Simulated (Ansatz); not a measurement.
# CH5NOSi: the cost of one run

All numbers below are computed with Ansatz 0.2.0 (RKS PBE0/def2-mTZVP).

## (1) The system as given

Bond lengths: N1–Si2 1.708 Å, Si2–C3 1.914 Å, C3–O4 1.206 Å, N1–H5 1.005 Å, N1–H6 1.008 Å, Si2–H7 1.470 Å, Si2–H8 1.463 Å, C3–H9 1.112 Å. Angles: N1–Si2–C3 102.8°, N1–Si2–H7 117.3°, N1–Si2–H8 110.3°, C3–Si2–H7 106.6°, C3–Si2–H8 109.1°, H7–Si2–H8 110.2°, Si2–N1–H5 123.4°, Si2–N1–H6 118.8°, H5–N1–H6 111.8°, Si2–C3–O4 123.5°, Si2–C3–H9 117.7°, O4–C3–H9 118.9°.

Structure file:

```xyz
9

N    -0.7567    0.8000   -0.9614
Si    0.2942   -0.4591   -0.4862
C     0.2797   -0.3279    1.4229
O    -0.2076    0.5981    2.0219
H    -0.8488    1.1146   -1.9116
H    -0.9640    1.5344   -0.3027
H     1.7000   -0.3558   -0.9025
H    -0.2563   -1.7561   -0.8810
H     0.7595   -1.1483    2.0008
```

## (2) End point A

File input.yaml:

```yaml
crystal:
  periodic: [false, false, false]
  atoms:
    - { symbol: "N", position_ang: [-0.75674, 0.80004, -0.96143] }
    - { symbol: Si, position_ang: [0.29422, -0.45911, -0.48622] }
    - { symbol: C, position_ang: [0.27968, -0.3279, 1.42288] }
    - { symbol: O, position_ang: [-0.20762, 0.59814, 2.02185] }
    - { symbol: H, position_ang: [-0.84877, 1.11461, -1.91163] }
    - { symbol: H, position_ang: [-0.96398, 1.53438, -0.30273] }
    - { symbol: H, position_ang: [1.69996, -0.35581, -0.90247] }
    - { symbol: H, position_ang: [-0.25627, -1.75606, -0.88105] }
    - { symbol: H, position_ang: [0.75953, -1.14829, 2.0008] }
basis:
  gaussian: { orbitals: def2-mTZVP }
hamiltonian:
  xc: pbe0
relax:
  f_tol: 0.015
  max_steps: 40
output:
  orbitals: {}
```

On the command line:

```sh
ansatz run input.yaml --threads 2 --pin off --max-ram 3072MiB --backend cpu --events-out ev --progress --plain --runs-dir out
```

What time and memory should one allow on 2 threads of Intel Xeon Platinum 8488C (Sapphire Rapids), shared host?

About 16 s, with a peak of 0.21 GiB.
